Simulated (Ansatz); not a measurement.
# BClF2: ionisation energy by level of theory

Aim: the vertical ionisation energy of BClF2, as cation minus neutral at the neutral's geometry, on several levels, and how well −ε(HOMO) stands in for it.

Program: Ansatz 0.2.0, Gaussian basis. Level of theory: unrestricted cation, the program's frozen cores in correlated methods. These are calculated values, not measurements.

Plan: UKS PBE-D4/def2-TZVPP; UKS r2SCAN-D4/def2-TZVPP; UKS PBE0-D4/def2-TZVPP; UKS B3LYP-D4/def2-TZVPP; UKS wB97X-V/def2-TZVPP; UKS wB97M-V/def2-TZVPP; UKS B2PLYP/def2-TZVPP; UHF-CCSD(T)/def2-TZVPP; UHF-CCSD(T)/def2-QZVPP; extrapolation to the limit; then −ε(HOMO) from the neutral's earlier runs with LDA (SPW92), PBE-D4, revPBE-D4, BLYP-D4, r2SCAN-D4, B97M-V, PBE0-D4, B3LYP-D4, r2SCANh-D4, r2SCAN0-D4, HSE06-D4, BHLYP-D4, CAM-B3LYP-D4, LC-ωPBE, ωB97X-V, ωB97M-V.

## (1) The relaxed structure

The geometry comes from an earlier relaxation with PBE0-D4/def2-TZVP; it is a stationary point.

SMILES `FB(F)Cl`, 4 atoms, charge 0, spin multiplicity 1.

Atoms are counted from 1 here; the program's logs count them from 0.

Bond lengths: F1–B2 1.310 Å, B2–F3 1.310 Å, B2–Cl4 1.740 Å. Angles: F1–B2–F3 119.0°, F1–B2–Cl4 120.5°, F3–B2–Cl4 120.5°.

## (2) Cation, UKS PBE-D4/def2-TZVPP

The input, in.yaml:

```yaml
crystal:
  periodic: [false, false, false]
  atoms:
    - {symbol: F, position_ang: [-0.173739, -1.254302, -0.546251]}
    - {symbol: B, position_ang: [-0.067061, -0.041341, -0.062036]}
    - {symbol: F, position_ang: [-1.011647, 0.830149, -0.317738]}
    - {symbol: Cl, position_ang: [1.307946, 0.405294, 0.905724]}
basis:
  gaussian: {orbitals: def2-TZVPP}
total_charge: 1
magnetization: {spin_polarized: true, initial_magnetization: 1}
hamiltonian: {xc: pbe, dispersion: d4}
```

Started as:

```console
ansatz run in.yaml --threads 2 --pin off --events-out ev --progress --plain --max-ram 32768MiB --backend cpu
```

Further steps of the session: Cation, UKS r2SCAN-D4/def2-TZVPP; Cation, UKS PBE0-D4/def2-TZVPP; Cation, UKS B3LYP-D4/def2-TZVPP; Cation, UKS wB97X-V/def2-TZVPP; Cation, UKS wB97M-V/def2-TZVPP; Cation, UKS B2PLYP (frozen core)/def2-TZVPP; Cation, UHF-CCSD(T)/def2-TZVPP; Cation, UHF-CCSD(T)/def2-QZVPP.

**Question.** What will the summary of the whole plan be? Wanted: ionisation energy, CCSD(T)/CBS; nearest functional by difference; nearest −ε(HOMO); −ε(HOMO) of PBE; T1 of the cation.

As calculated:

```
                        quantity               value
  ionisation energy, CCSD(T)/CBS            13.06 eV
nearest functional by difference  ωB97X-V (-0.17 eV)
                nearest −ε(HOMO)  LC-ωPBE (-0.26 eV)
                 −ε(HOMO) of PBE             8.36 eV
                T1 of the cation               0.018
```

**Reading.** By cation minus neutral, the functionals miss by 0.61 eV at most. The PBE orbital energy is 4.7 eV too small: a semilocal HOMO is no ionisation energy. Among orbital estimates LC-ωPBE comes nearest. Hartree-Fock falls 1.17 eV short, as the neutral has more correlation energy than the cation.
